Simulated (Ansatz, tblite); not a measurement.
**GeH2Me(vinyl) (C3H8Ge): rung by rung**

How do method and basis change the picture of GeH2Me(vinyl) (C3H8Ge) (singlet)?

The runs use Ansatz 0.2.0, Gaussian basis; as each input shows.

Levels to be run: GFN1-xTB, GFN2-xTB, PBE-D4/def2-TZVP, r2SCAN-D4/def2-TZVP, LC-ωPBE/def2-TZVP, B97M-V/def2-TZVP, r2SCAN0-D4/def2-TZVP, PBE-D4/def2-SVP, PBE0-D4/def2-SVP, HF/STO-3G, CCSD(T)/def2-SVP, MP2/def2-TZVP.

2 further runs of the same task are left out: 2 set aside as unsound or not needed.

## 1. The geometry

The singlet was relaxed beforehand with r2SCAN-D4/def2-SVP.

12 atoms, charge 0, spin multiplicity 1.

Bond lengths: C1–Ge4 1.955 Å, C1–H7 1.100 Å, C1–H8 1.100 Å, C1–H9 1.101 Å, C2–C3 1.340 Å, C2–Ge4 1.942 Å, C2–H10 1.100 Å, C3–H11 1.097 Å, C3–H12 1.097 Å, Ge4–H5 1.540 Å, Ge4–H6 1.542 Å. Angles: Ge4–C1–H7 110.7°, Ge4–C1–H8 110.3°, Ge4–C1–H9 110.3°, H7–C1–H8 108.7°, H7–C1–H9 108.3°, H8–C1–H9 108.4°, C3–C2–Ge4 123.7°, C3–C2–H10 118.4°, Ge4–C2–H10 117.9°, C2–C3–H11 121.9°, C2–C3–H12 122.1°, H11–C3–H12 116.0°, C1–Ge4–C2 110.3°, C1–Ge4–H5 110.6°, C1–Ge4–H6 109.0°, C2–Ge4–H5 107.9°, C2–Ge4–H6 109.9°, H5–Ge4–H6 109.1°.

PBE0-D4/def2-TZVP was run before; its log isn't repeated, and its numbers join the tables.

## 2. GFN1-xTB

Tight binding, by tblite at 300 K electronic temperature and without a spin-polarisation term:

```python
tblite.interface.Calculator('GFN1-xTB', numbers, positions, charge=0, uhf=0).singlepoint()
```

Energy -333.9075 eV, HOMO -12.06 eV, LUMO -7.26 eV; 0.005 s.

## 3. GFN2-xTB

Tight binding, by tblite at 300 K electronic temperature and without a spin-polarisation term:

```python
tblite.interface.Calculator('GFN2-xTB', numbers, positions, charge=0, uhf=0).singlepoint()
```

Energy -336.4345 eV, HOMO -10.96 eV, LUMO -6.13 eV; 0.003 s.

## 4. PBE-D4/def2-TZVP

start.molden holds the orbitals of an earlier run on this state, given as this run's starting guess.

Input file in.yaml:

```yaml
crystal:
  periodic: [false, false, false]
  atoms:
    - {symbol: C, position_ang: [0.020087, 1.960746, -0.414362]}
    - {symbol: C, position_ang: [-0.149372, -1.232240, -0.378111]}
    - {symbol: C, position_ang: [-0.827748, -2.097176, 0.388288]}
    - {symbol: Ge, position_ang: [0.788162, 0.319019, 0.319127]}
    - {symbol: H, position_ang: [0.659419, 0.298586, 1.854074]}
    - {symbol: H, position_ang: [2.279920, 0.247104, -0.063754]}
    - {symbol: H, position_ang: [0.555696, 2.844363, -0.036388]}
    - {symbol: H, position_ang: [-1.040447, 2.044707, -0.134183]}
    - {symbol: H, position_ang: [0.090063, 1.957485, -1.512719]}
    - {symbol: H, position_ang: [-0.133404, -1.398513, -1.465264]}
    - {symbol: H, position_ang: [-0.879450, -1.987523, 1.478704]}
    - {symbol: H, position_ang: [-1.362937, -2.956558, -0.035421]}
basis:
  gaussian: {orbitals: def2-TZVP, initial_orbitals: start.molden}
hamiltonian: {xc: pbe, dispersion: d4}
scf: {omitted_lower_state_checks: [starts]}
output: {forces: true, orbitals: {seedname: orbitals}}
```

Launch:

```bash
> ansatz run in.yaml --threads 2 --pin off --events-out ev --progress --plain --max-ram 4352MiB
```

What it wrote, shortened:

```text
Functional definition: PBE
  name "PBE"
  cite "Perdew, Burke & Ernzerhof, Phys. Rev. Lett. 77, 3865 (1996) doi:10.1103/PhysRevLett.77.3865"
  parent pbe
[...]
1250 factors; their error is unknown
[...]
mean field -59746.93276707 eV, -2195.6592812644 hartree, gradient 1.1e-5 eV, S^2 0.000000; 0 other end points of the search recorded, 0 dependent functions left out
[...]
reference -59746.93281251 eV, -2195.6592829342 hartree; 29, 29 occupied and 160, 160 virtual orbitals, 1250 factors
Total energy: -59747.15160917 eV, -2195.6673235630 hartree
Atom 0 at     0.020087     1.960746    -0.414362 Å, force    -0.123750     0.277252    -0.125160 eV/Å
Atom 1 at    -0.149372    -1.232240    -0.378111 Å, force    -0.155034    -0.266303    -0.098311 eV/Å
Atom 2 at    -0.827748    -2.097176     0.388288 Å, force     0.009127     0.017207    -0.014486 eV/Å
Atom 3 at     0.788162     0.319019     0.319127 Å, force    -0.001550    -0.026709     0.000160 eV/Å
Atom 4 at     0.659419     0.298586     1.854074 Å, force    -0.010876    -0.005503     0.188155 eV/Å
Atom 5 at     2.279920     0.247104    -0.063754 Å, force     0.183209    -0.011595    -0.042784 eV/Å
Atom 6 at     0.555696     2.844363    -0.036388 Å, force    -0.034769    -0.061825    -0.020746 eV/Å
Atom 7 at    -1.040447     2.044707    -0.134183 Å, force     0.075212    -0.011488    -0.012290 eV/Å
Atom 8 at     0.090063     1.957485    -1.512719 Å, force    -0.000772    -0.003864     0.073757 eV/Å
Atom 9 at    -0.133404    -1.398513    -1.465264 Å, force     0.001786     0.023629     0.108265 eV/Å
Atom 10 at    -0.879450    -1.987523     1.478704 Å, force     0.002655    -0.010934    -0.100422 eV/Å
Atom 11 at    -1.362937    -2.956558    -0.035421 Å, force     0.054761     0.080132     0.043862 eV/Å
Dipole moment:    -0.101311     0.037749    -0.085226 e Å
Checks for a lower state left out: starts
```

Run time: 3.5 s. Hardware: 2 threads of Arm Neoverse V1, shared host.

Report: HOMO -6.60 eV, LUMO -1.28 eV.

## 5. r2SCAN-D4/def2-TZVP

in.yaml: that of step 4 with these lines changed.

```diff
@@ -17,4 +17,4 @@
   gaussian: {orbitals: def2-TZVP, initial_orbitals: start.molden}
-hamiltonian: {xc: pbe, dispersion: d4}
+hamiltonian: {xc: r2scan, dispersion: d4}
 scf: {omitted_lower_state_checks: [starts]}
-output: {forces: true, orbitals: {seedname: orbitals}}
+output: {orbitals: {seedname: orbitals}}
```

The command is unchanged.

What it wrote:

```text
Functional definition: r2SCAN
  name "r2SCAN"
  cite "Furness, Kaplan, Ning, Perdew & Sun, J. Phys. Chem. Lett. 11, 8208 (2020) doi:10.1021/acs.jpclett.0c02405"
  cite "Furness, Kaplan, Ning, Perdew & Sun, J. Phys. Chem. Lett. 11, 9248 (2020) doi:10.1021/acs.jpclett.0c03077"
  parent r2scan
  parameter k0 = 0.174
  parameter k1 = 0.065
  parameter a1 = 4.9479
  exchange = r2scan_x(k0 = k0, k1 = k1, a1 = a1)
  correlation = r2scan_c
these checks for a lower state are left out or cut short: starts
1250 factors; their error is unknown
mean field evaluation 1: about -59757.9148 eV, gradient 6.6e0 eV
mean field evaluation 2: about -59757.9549 eV, gradient 5.0e-2 eV
mean field evaluation 4: about -59757.9249 eV, gradient 2.5e-4 eV
mean field -59757.92487106 eV, -2196.0632336352 hartree, gradient 2.0e-5 eV, S^2 0.000000; 0 other end points of the search recorded, 0 dependent functions left out
reference -59757.92488403 eV, -2196.0632341117 hartree; 29, 29 occupied and 160, 160 virtual orbitals, 1250 factors
Total energy: -59757.97979486 eV, -2196.0652520475 hartree
Checks for a lower state left out: starts
```

Wall time 6 s (2 threads of Arm Neoverse V1, shared host).

From the report: HOMO -6.82 eV, LUMO -1.06 eV.

## 6. LC-ωPBE/def2-TZVP

in.yaml: that of step 5 with these lines changed.

```diff
@@ -17,3 +17,3 @@
   gaussian: {orbitals: def2-TZVP, initial_orbitals: start.molden}
-hamiltonian: {xc: r2scan, dispersion: d4}
+hamiltonian: {xc: {name: LC-wPBE}}
 scf: {omitted_lower_state_checks: [starts]}
```

Same command.

What it wrote, shortened:

```text
Functional definition: LC-wPBE
  name "LC-wPBE"
  cite "Vydrov & Scuseria, J. Chem. Phys. 125, 234109 (2006) doi:10.1063/1.2409292"
  cite "Heyd & Scuseria, J. Chem. Phys. 120, 7274 (2004) doi:10.1063/1.1668634"
  cite "Ernzerhof & Perdew, J. Chem. Phys. 109, 3313 (1998) doi:10.1063/1.476928"
  cite "Perdew, Burke & Ernzerhof, Phys. Rev. Lett. 77, 3865 (1996) doi:10.1103/PhysRevLett.77.3865"
  parent pbe
[...]
1250 factors; their error is unknown
414 factors; integrals over basis functions are off by at most 2.0e-5 eV
[...]
mean field -59750.77591615 eV, -2195.8005143879 hartree, gradient 1.4e-5 eV, S^2 0.000000; 0 other end points of the search recorded, 0 dependent functions left out
reference -59750.77591615 eV, -2195.8005143881 hartree; 29, 29 occupied and 160, 160 virtual orbitals, 1250 factors
Total energy: -59750.77591615 eV, -2195.8005143881 hartree
Checks for a lower state left out: starts
```

It took 3.6 s on 2 threads of Arm Neoverse V1, shared host.

From the report: HOMO -10.45 eV, LUMO 2.04 eV.

## 7. B97M-V/def2-TZVP

in.yaml: that of step 6 with these lines changed.

```diff
@@ -17,3 +17,3 @@
   gaussian: {orbitals: def2-TZVP, initial_orbitals: start.molden}
-hamiltonian: {xc: {name: LC-wPBE}}
+hamiltonian: {xc: {name: B97M-V}}
 scf: {omitted_lower_state_checks: [starts]}
```

Launched as before.

What it wrote, shortened:

```text
Functional definition: B97M-V
  name "B97M-V"
  cite "Mardirossian & Head-Gordon, J. Chem. Phys. 142, 074111 (2015) doi:10.1063/1.4907719"
  cite "Becke, J. Chem. Phys. 107, 8554 (1997) doi:10.1063/1.475007"
  cite "Vydrov & Van Voorhis, J. Chem. Phys. 133, 244103 (2010) doi:10.1063/1.3521275"
  # Of w^i u^j: cxij and so on, Table III.
[...]
  gx(w, u) = cx00 + cx01*u + cx02*u^2 + (cx10 + cx11*u)*w
  gss(w, u) = css00 + css02*u^2 + css10*w + (css32*w^3 + css42*w^4)*u^2
  gos(w, u) = cos00 + cos01*u + cos03*u^3 + cos10*w + cos32*w^3*u^2
[...]
      + integral(e_c_pw_mod_opposite_spin*gos(b97_w_opposite, b97_u_opposite)) + vv10(b, c)
[...]
1250 factors; their error is unknown
[...]
mean field -59749.82410573 eV, -2195.7655360002 hartree, gradient 2.4e-5 eV, S^2 0.000000; 0 other end points of the search recorded, 0 dependent functions left out
reference -59749.82417122 eV, -2195.7655384068 hartree; 29, 29 occupied and 160, 160 virtual orbitals, 1250 factors
Total energy: -59749.82417122 eV, -2195.7655384068 hartree
Checks for a lower state left out: starts
```

It took 13 s on 2 threads of Arm Neoverse V1, shared host.

From the report: HOMO -6.84 eV, LUMO -1.04 eV.

## 8. r2SCAN0-D4/def2-TZVP

in.yaml: that of step 7 with these lines changed.

```diff
@@ -17,3 +17,3 @@
   gaussian: {orbitals: def2-TZVP, initial_orbitals: start.molden}
-hamiltonian: {xc: {name: B97M-V}}
+hamiltonian: {xc: {name: r2SCAN0}, dispersion: d4}
 scf: {omitted_lower_state_checks: [starts]}
```

Launched as before.

What it wrote, shortened:

```text
Functional definition: r2SCAN0
  name "r2SCAN0"
  cite "Bursch, Neugebauer, Ehlert & Grimme, J. Chem. Phys. 156, 134105 (2022) doi:10.1063/5.0086040"
  cite "Furness, Kaplan, Ning, Perdew & Sun, J. Phys. Chem. Lett. 11, 8208 (2020) doi:10.1021/acs.jpclett.0c02405"
  cite "Furness, Kaplan, Ning, Perdew & Sun, J. Phys. Chem. Lett. 11, 9248 (2020) doi:10.1021/acs.jpclett.0c03077"
  parent r2scan
[...]
1293 factors; their error is unknown
[...]
mean field -59757.12710607 eV, -2196.0339163125 hartree, gradient 2.6e-5 eV, S^2 0.000000; 0 other end points of the search recorded, 0 dependent functions left out
reference -59757.12711638 eV, -2196.0339166915 hartree; 29, 29 occupied and 160, 160 virtual orbitals, 1293 factors
Total energy: -59757.19137708 eV, -2196.0362782285 hartree
Checks for a lower state left out: starts
```

Run time: 7 s. Hardware: 2 threads of Arm Neoverse V1, shared host.

From the report: HOMO -7.87 eV, LUMO -0.15 eV.

## 9. PBE-D4/def2-SVP

in.yaml: that of step 8 with these lines changed.

```diff
@@ -16,4 +16,4 @@
 basis:
-  gaussian: {orbitals: def2-TZVP, initial_orbitals: start.molden}
-hamiltonian: {xc: {name: r2SCAN0}, dispersion: d4}
+  gaussian: {orbitals: def2-SVP, initial_orbitals: start.molden}
+hamiltonian: {xc: pbe, dispersion: d4}
 scf: {omitted_lower_state_checks: [starts]}
```

Launched as before.

What it wrote:

```text
Functional definition: PBE
  name "PBE"
  cite "Perdew, Burke & Ernzerhof, Phys. Rev. Lett. 77, 3865 (1996) doi:10.1103/PhysRevLett.77.3865"
  parent pbe
  parameter kappa = 0.804
  parameter beta = 0.06672455060314922
  exchange = pbe_x(kappa = kappa, mu = beta*pi^2/3)
  correlation = pbe_c(beta = beta)
these checks for a lower state are left out or cut short: starts
1289 factors; their error is unknown
mean field evaluation 1: about -59736.1110 eV, gradient 8.0e0 eV
mean field evaluation 2: about -59736.2629 eV, gradient 1.2e-1 eV
mean field evaluation 4: about -59736.1963 eV, gradient 1.6e-4 eV
mean field -59736.19631179 eV, -2195.2647238101 hartree, gradient 2.2e-5 eV, S^2 0.000000; 0 other end points of the search recorded, 0 dependent functions left out
reference -59736.19634973 eV, -2195.2647252044 hartree; 29, 29 occupied and 85, 85 virtual orbitals, 1289 factors
Total energy: -59736.41514638 eV, -2195.2727658332 hartree
Checks for a lower state left out: starts
```

Run time: 1.6 s. Hardware: 2 threads of Arm Neoverse V1, shared host.

Report: HOMO -6.51 eV, LUMO -1.08 eV.

## 10. PBE0-D4/def2-SVP

in.yaml: that of step 9 with these lines changed.

```diff
@@ -17,3 +17,3 @@
   gaussian: {orbitals: def2-SVP, initial_orbitals: start.molden}
-hamiltonian: {xc: pbe, dispersion: d4}
+hamiltonian: {xc: pbe0, dispersion: d4}
 scf: {omitted_lower_state_checks: [starts]}
```

Launched as before.

What it wrote:

```text
Functional definition: PBE0
  name "PBE0"
  cite "Adamo & Barone, J. Chem. Phys. 110, 6158 (1999) doi:10.1063/1.478522"
  cite "Perdew, Burke & Ernzerhof, Phys. Rev. Lett. 77, 3865 (1996) doi:10.1103/PhysRevLett.77.3865"
  parent pbe
  parameter a = 0.25
  parameter kappa = 0.804
  parameter beta = 0.06672455060314922
  exchange = (1 - a)*pbe_x(kappa = kappa, mu = beta*pi^2/3) + a*exact_x
  correlation = pbe_c(beta = beta)
these checks for a lower state are left out or cut short: starts
1328 factors; their error is unknown
mean field evaluation 1: about -59738.2278 eV, gradient 5.0e0 eV
mean field evaluation 2: about -59738.2937 eV, gradient 5.0e-2 eV
mean field evaluation 4: about -59738.4224 eV, gradient 6.8e-5 eV
mean field -59738.42236066 eV, -2195.3465295972 hartree, gradient 6.8e-5 eV, S^2 0.000000; 0 other end points of the search recorded, 0 dependent functions left out
reference -59738.42239054 eV, -2195.3465306953 hartree; 29, 29 occupied and 85, 85 virtual orbitals, 1328 factors
Total energy: -59738.60741278 eV, -2195.3533301371 hartree
Checks for a lower state left out: starts
```

It took 2 s on 2 threads of Arm Neoverse V1, shared host.

HOMO -7.67 eV, LUMO -0.07 eV.

## 11. HF/STO-3G

in.yaml: that of step 10 with these lines changed.

```diff
@@ -16,4 +16,4 @@
 basis:
-  gaussian: {orbitals: def2-SVP, initial_orbitals: start.molden}
-hamiltonian: {xc: pbe0, dispersion: d4}
+  gaussian: {orbitals: STO-3G}
+hamiltonian: {xc: hf}
 scf: {omitted_lower_state_checks: [starts]}
```

The command is unchanged.

What it wrote:

```text
Functional definition: HF
  name "HF"
  cite "Fock, Z. Phys. 61, 126 (1930) doi:10.1007/BF01340294"
  parent pbe
  exchange = exact_x
  correlation = 0
these checks for a lower state are left out or cut short: starts
497 factors; integrals over basis functions are off by at most 4.5e-5 eV
mean field evaluation 1: about -59010.1009 eV, gradient 1.2e1 eV
mean field evaluation 2: about -59010.1901 eV, gradient 1.2e1 eV
mean field evaluation 4: about -59010.8337 eV, gradient 3.6e-1 eV
mean field evaluation 8: about -59010.8341 eV, gradient 2.1e-5 eV
mean field -59010.83413731 eV, -2168.6081555660 hartree, gradient 2.1e-5 eV, S^2 0.000000; 0 other end points of the search recorded, 0 dependent functions left out
reference -59010.83413731 eV, -2168.6081555660 hartree; 29, 29 occupied and 12, 12 virtual orbitals, 497 factors
Total energy: -59010.83413731 eV, -2168.6081555660 hartree
Checks for a lower state left out: starts
```

It took 0.2 s on 2 threads of Arm Neoverse V1, shared host.

Report: HOMO -8.26 eV, LUMO 8.48 eV.

## 12. CCSD(T)/def2-SVP

in.yaml: that of step 11 with these lines changed.

```diff
@@ -16,4 +16,4 @@
 basis:
-  gaussian: {orbitals: STO-3G}
-hamiltonian: {xc: hf}
+  gaussian: {orbitals: def2-SVP, initial_orbitals: start.molden}
+correlation: {method: ccsd_t}
 scf: {omitted_lower_state_checks: [starts]}
```

Same command.

What it wrote, shortened:

```text
Functional definition: HF
  name "HF"
  cite "Fock, Z. Phys. 61, 126 (1930) doi:10.1007/BF01340294"
  parent pbe
[...]
1167 factors; integrals over basis functions are off by at most 1.3e-3 eV
[...]
mean field -59681.46617833 eV, -2193.2534285029 hartree, gradient 8.7e-6 eV, S^2 0.000000; 0 other end points of the search recorded, 0 dependent functions left out; unrestricted orbitals would lower it
12 core orbitals not correlated: weight in the atoms' cores, before any rotation towards them, 1.000 or more for the frozen orbitals, at most 0.000 for the correlated occupied ones
reference -59681.46617833 eV, -2193.2534285029 hartree; 17, 17 occupied and 85, 85 virtual orbitals, 1167 factors
second order -17.69529086 eV of doubles, -0.00000000 eV of singles
cycle   1  -18.26933394 eV  change   -5.7e-1 eV  update   9.7e-2
[...]
cycle   8  -18.94958243 eV  change   -1.8e-5 eV  update   2.7e-5
perturbative correction -0.61398195 eV, -0.0225634206 hartree
Total energy: -59701.02974271 eV, -2193.9723762332 hartree
Checks for a lower state left out: starts
```

Wall time 15 s (2 threads of Arm Neoverse V1, shared host); peak memory 0.59 GiB.

Report: Hartree-Fock HOMO -10.12 eV, LUMO 3.73 eV; T1 0.010. Doubts: restricted state is unstable towards broken spin symmetry.

## 13. MP2/def2-TZVP

in.yaml: that of step 12 with these lines changed.

```diff
@@ -16,4 +16,4 @@
 basis:
-  gaussian: {orbitals: def2-SVP, initial_orbitals: start.molden}
-correlation: {method: ccsd_t}
+  gaussian: {orbitals: def2-TZVP, initial_orbitals: start.molden}
+correlation: {method: mp2}
 scf: {omitted_lower_state_checks: [starts]}
```

Same command.

What it wrote:

```text
Functional definition: HF
  name "HF"
  cite "Fock, Z. Phys. 61, 126 (1930) doi:10.1007/BF01340294"
  parent pbe
  exchange = exact_x
  correlation = 0
these checks for a lower state are left out or cut short: starts
1310 factors; integrals over basis functions are off by at most 1.3e-3 eV
mean field evaluation 1: about -59691.2011 eV, gradient 2.9e1 eV
mean field evaluation 2: about -59691.9847 eV, gradient 8.7e-1 eV
mean field evaluation 4: about -59692.1488 eV, gradient 5.4e-3 eV
mean field evaluation 8: about -59692.1488 eV, gradient 1.1e-6 eV
mean field -59692.14882071 eV, -2193.6460083693 hartree, gradient 1.4e-6 eV, S^2 0.000000; 0 other end points of the search recorded, 0 dependent functions left out
12 core orbitals not correlated: weight in the atoms' cores, before any rotation towards them, 1.000 or more for the frozen orbitals, at most 0.000 for the correlated occupied ones
reference -59692.14882071 eV, -2193.6460083693 hartree; 17, 17 occupied and 160, 160 virtual orbitals, 1310 factors
second order -20.35412695 eV of doubles, -0.00000000 eV of singles
Total energy: -59712.50294766 eV, -2194.3940087382 hartree
Checks for a lower state left out: starts
```

Wall time 3.4 s (2 threads of Arm Neoverse V1, shared host).

From the report: Hartree-Fock HOMO -10.11 eV, LUMO 3.28 eV.

## 14. Comparison

```tsv
level	functions	HOMO (eV)	LUMO (eV)	gap (eV)	time
HF/STO-3G	41	-8.26	8.48	16.74	0.2 s
PBE-D4/def2-SVP	114	-6.51	-1.08	5.42	1.6 s
PBE-D4/def2-TZVP	189	-6.60	-1.28	5.33	3.5 s
r2SCAN-D4/def2-TZVP	189	-6.82	-1.06	5.76	6 s
B97M-V/def2-TZVP	189	-6.84	-1.04	5.80	13 s
PBE0-D4/def2-SVP	114	-7.67	-0.07	7.59	2 s
PBE0-D4/def2-TZVP	189	-7.72	-0.27	7.45	4.1 s
r2SCAN0-D4/def2-TZVP	189	-7.87	-0.15	7.72	7 s
LC-ωPBE/def2-TZVP	189	-10.45	2.04	12.49	3.6 s
```

The pieces so far (eV):

```tsv
basis	HF	MP2 correlation	CCSD correlation	(T)	total
def2-SVP	-59681.4662	-17.6953	-18.9496	-0.6140	-59701.0297
def2-TZVP	-59692.1488	-20.3541			-59712.5029 (MP2)
```

The correlation energy is far from converged in these sets, so it jumps between bases; where outer-core shells are correlated, the sets cover them unevenly.

## 15. Binding energy

Free atoms were run apart at each level; binding is atoms less cluster, divided by the number of atoms, without zero-point or spin-orbit terms.

Differences are taken before rounding.

```tsv
method	binding an atom (eV)	from CCSD(T)/def2-SVP (eV)	time
HF/STO-3G	3.728	+0.116	0.2 s
HF/def2-SVP	2.870	-0.742	
HF/def2-TZVP	2.832	-0.780	
PBE-D4/def2-SVP	3.830	+0.218	1.6 s
PBE-D4/def2-TZVP	3.811	+0.199	3.5 s
r2SCAN-D4/def2-TZVP	3.773	+0.161	6 s
B97M-V/def2-TZVP	3.779	+0.167	13 s
PBE0-D4/def2-SVP	3.796	+0.184	2 s
PBE0-D4/def2-TZVP	3.772	+0.160	4.1 s
r2SCAN0-D4/def2-TZVP	3.737	+0.124	7 s
LC-ωPBE/def2-TZVP	3.745	+0.133	3.6 s
MP2/def2-SVP	3.615	+0.003	
MP2/def2-TZVP	3.666	+0.054	3.4 s
CCSD/def2-SVP	3.578	-0.034	
CCSD(T)/def2-SVP	3.612	0	15 s
```

Among the levels timed on like hardware and quicker than the yardstick, those that no quicker one beats, quickest first: HF/STO-3G (0.2 s, +0.116 eV); MP2/def2-TZVP (3.4 s, +0.054 eV).

## 16. Summary of results

| quantity | value |
| --- | --- |
| gap in def2-TZVP, named functionals, smallest and largest | 5.33 eV (PBE-D4), 12.49 eV (LC-ωPBE) |
| correlation energy, CCSD(T)/def2-SVP | -19.56 eV |
| correlation energy, MP2/def2-TZVP | -20.35 eV |
| binding an atom, CCSD(T)/def2-SVP | 3.612 eV |
| PBE0 total energy, smallest basis above largest | 10.60 eV (def2-SVP, def2-TZVP) |

In words: Over the named functionals in def2-TZVP the gap runs from 5.33 eV (PBE-D4) to 12.49 eV (LC-ωPBE); exact exchange widens it. A small miss in a minimal or small basis is a cancelling of errors, not accuracy. The functionals in def2-TZVP miss CCSD(T)/def2-SVP by +0.124 (r2SCAN0-D4) to +0.199 eV (PBE-D4) an atom. The yardstick is in a double-zeta basis, so levels in larger sets aren't compared like for like. The reference is CCSD(T) in one finite basis, so it carries an error of its own, often a tenth of an eV or more, and near misses can't be ranked.

For cost: MP2/def2-TZVP gets within 0.054 eV in 3.4 s, where CCSD(T)/def2-SVP took 15 s; the quickest level in the cost chart, HF/STO-3G, takes 0.2 s and misses by 0.116 eV. The slowest run with a step of its own, CCSD(T)/def2-SVP, took 15 s; the quickest functional in def2-TZVP took 3.5 s (shared host).
